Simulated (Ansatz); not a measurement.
A nudged elastic band was laid between two geometries of a periodic cell of 26 atoms, Mg6HO6 (surface MgO(111), adsorbate H2, already come apart at the first end).

All numbers below come from DFT LDA, scalar-relativistic, plane waves, PAW in Ansatz 0.2.0. Settings: PAW set soft_1, cutoff 420 eV, k mesh 2x2x1, gaussian smearing 0.02 eV, no spin polarisation.

- movable images: 5
- climbing image: yes
- spring: 10.0 eV/Å²
- optimiser: quadratic models (default)
- start path: IDPP
- force threshold: 0.05 eV/Å
- iteration limit: 29
- end points: relaxed
- atoms held: 1 to 8

First end point:

```xyz
26
Lattice="6.0337 0.0000 0.0000 3.0169 5.2254 0.0000 0.0000 0.0000 18.1582" Properties=species:S:1:pos:R:3
Mg 0.000 0.000 1.000
O 4.525 4.354 2.232
Mg 1.508 2.613 1.000
O 3.017 1.742 2.232
Mg 3.017 0.000 1.000
O 7.542 4.354 2.232
Mg 4.525 2.613 1.000
O 6.034 1.742 2.232
Mg 6.044 3.487 3.545
O 7.530 2.603 4.584
Mg 4.517 0.864 3.572
O 6.049 0.007 4.558
Mg 3.009 3.477 3.573
O 4.541 2.619 4.558
Mg 1.518 0.874 3.545
O 3.004 -0.010 4.585
Mg 3.037 1.750 6.021
O 4.570 0.894 6.819
Mg 4.532 4.354 5.932
O 6.037 3.479 6.855
Mg 6.039 1.741 5.927
O 1.509 0.869 6.856
Mg 7.563 4.363 6.021
O 3.062 3.506 6.819
H 1.415 0.817 7.818
H -0.082 3.418 7.817
```

Last end point:

```xyz
26
Lattice="6.0337 0.0000 0.0000 3.0169 5.2254 0.0000 0.0000 0.0000 18.1582" Properties=species:S:1:pos:R:3
Mg 0.000 0.000 1.000
O 4.525 4.354 2.232
Mg 1.508 2.613 1.000
O 3.017 1.742 2.232
Mg 3.017 0.000 1.000
O 7.542 4.354 2.232
Mg 4.525 2.613 1.000
O 6.034 1.742 2.232
Mg 6.034 3.496 3.573
O 7.542 2.599 4.558
Mg 4.525 0.862 3.545
O 6.034 0.019 4.584
Mg 3.017 3.496 3.573
O 4.525 2.599 4.558
Mg 1.508 0.863 3.545
O 3.017 0.019 4.584
Mg 3.017 1.738 5.928
O 4.525 0.869 6.853
Mg 4.525 4.333 6.023
O 6.034 3.431 6.820
Mg 6.033 1.738 5.928
O 1.508 0.870 6.854
Mg 7.542 4.332 6.022
O 3.017 3.431 6.820
H 1.508 0.987 7.814
H -1.509 0.980 7.815
```

(1) What changes between the two ends?

(2) Give the energies along the band, and the barrier.

(3) What is the geometry of the highest image?

Answers

(1) Contacts lost: O20–H26. Contacts made: O18–H26. The atom that moves furthest is H26, by 2.82 Å.

(2) The forces met the threshold. The highest image is number 3 of 0 to 6, 0.55 eV above the ends, which have the same energy within 2 meV. By the program's own check the climbing image is of a kind that is not told: the force calls were inconclusive, a negative curvature could not be distinguished from the path's own, the only one lies far off the path, or fixed occupations may fill a level only in part (lowest curvatures found: -7.44 and 0.22 eV/Å²). Limits of this set-up: coarse k mesh, thin slab, slab without dipole correction, no dispersion correction for a molecule that may bind weakly, PAW files made for another functional.

```
image  path coordinate (Å)  energy (eV)  O20–H26 (Å)  O18–H26 (Å)
    0                 0.00         0.00         0.97         3.05
    1                 0.66         0.06         0.97         2.54
    2                 1.31         0.21         0.99         1.94
    3                 1.97         0.55         1.25         1.25
    4                 2.62         0.21         1.94         0.99
    5                 3.27         0.06         2.53         0.97
    6                 3.93         0.00         3.04         0.97
```

(3) 
```xyz
26
Lattice="6.0337 0.0000 0.0000 3.0169 5.2254 0.0000 0.0000 0.0000 18.1582" Properties=species:S:1:pos:R:3
Mg 0.000 0.000 1.000
O 4.525 4.354 2.232
Mg 1.508 2.613 1.000
O 3.017 1.742 2.232
Mg 3.017 0.000 1.000
O 7.542 4.354 2.232
Mg 4.525 2.613 1.000
O 6.034 1.742 2.232
Mg 6.038 3.507 3.600
O 7.510 2.529 4.520
Mg 4.507 0.855 3.600
O 6.090 0.070 4.520
Mg 2.957 3.518 3.601
O 4.493 2.632 4.523
Mg 1.552 0.845 3.498
O 3.011 0.003 4.663
Mg 2.959 1.845 5.927
O 4.502 1.235 6.989
Mg 4.406 4.353 5.927
O 5.707 3.321 6.989
Mg 6.059 1.727 5.822
O 1.510 0.870 6.843
Mg 7.144 4.584 6.633
O 2.746 3.640 6.584
H 1.398 0.935 7.803
H -1.033 2.338 7.307
```

Run time: 32 min on 2 threads of Arm Neoverse V1 (shared host), peak memory 1.9 GiB.
